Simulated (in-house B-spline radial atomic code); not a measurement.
**Ge²⁷⁺: ionisation energy by several methods**

Aim: the ionisation energy of Ge²⁷⁺ by several methods, each as the difference of two self-consistent energies (Ge²⁷⁺ and the next ion, [He] 2s2).

Program: in-house B-spline radial atomic code version 1. Level of theory: non-relativistic, several functionals, spin-polarised; spherical all-electron atom at the radial basis limit. These are calculated values, not measurements, unless marked.

## (1) The system

- element: germanium (Z = 32)
- charge: +27
- electrons: 5
- configuration: [He] 2s2 2p1
- nucleus: point

Outer shells as boxes (Hund's rule):

[He] 2s2 2p1
```
[He] core
2s [↑↓]
2p [↑ ][  ][  ]
```

Where spins are not typed, each open shell is filled with up spins first.

## (2) OLYP

Settings of the run:

```ini
Z = 32
electrons = 5.0
configuration = [He] 2s2 2p1
hamiltonian = nr
method = optx,lyp
spin_polarised = True
```

Run with:

```bash
$ python run_scf.py task.json out
```

The settings of every run stand in task.json; they run in order.

## (3) LDA (VWN5)

Settings of the run:

```ini
Z = 32
electrons = 5.0
configuration = [He] 2s2 2p1
hamiltonian = nr
method = lda,vwn
spin_polarised = True
```

## (4) PBE

Settings of the run:

```ini
Z = 32
electrons = 5.0
configuration = [He] 2s2 2p1
hamiltonian = nr
method = pbe,pbe
spin_polarised = True
```

Before running: The tabulated ionisation energy is 2881.9 ± 1.6 eV (semi-empirical; NIST Atomic Spectra Database). What does each method give, and which comes nearest?

As calculated:

| method | rung | total energy (hartree) | ΔSCF (eV) | −ε highest (eV) | ΔSCF less tabulated (eV) |
| --- | --- | --- | --- | --- | --- |
| LDA (VWN5) | LDA | -1332.1888 | 2839.72 | 2776.14 (2p up) | -42.18 |
| OLYP | GGA | -1335.0772 | 2840.87 | 2779.12 (2p up) | -41.03 |
| PBE | GGA | -1334.8455 | 2841.60 | 2777.87 (2p up) | -40.30 |

Against the tabulated ionisation energy, 2881.9 ± 1.6 eV (semi-empirical; NIST Atomic Spectra Database), the best here is PBE (-40.30 eV) and the worst LDA (VWN5) (-42.18 eV, or 1.5 %). All methods miss on the same side by much the same amount, which points to something that they share. These runs lack relativity altogether, which can outweigh the gaps between the methods, so the nearest may be so by luck. These runs leave out relativity, which matters at this nuclear charge. Open shells are averaged (over orientations, and over spins where the run is restricted), while tables refer to the lowest levels.

Members of this set that are not shown: 4 used exact exchange with fractional occupations of an open shell, which is unsound here.
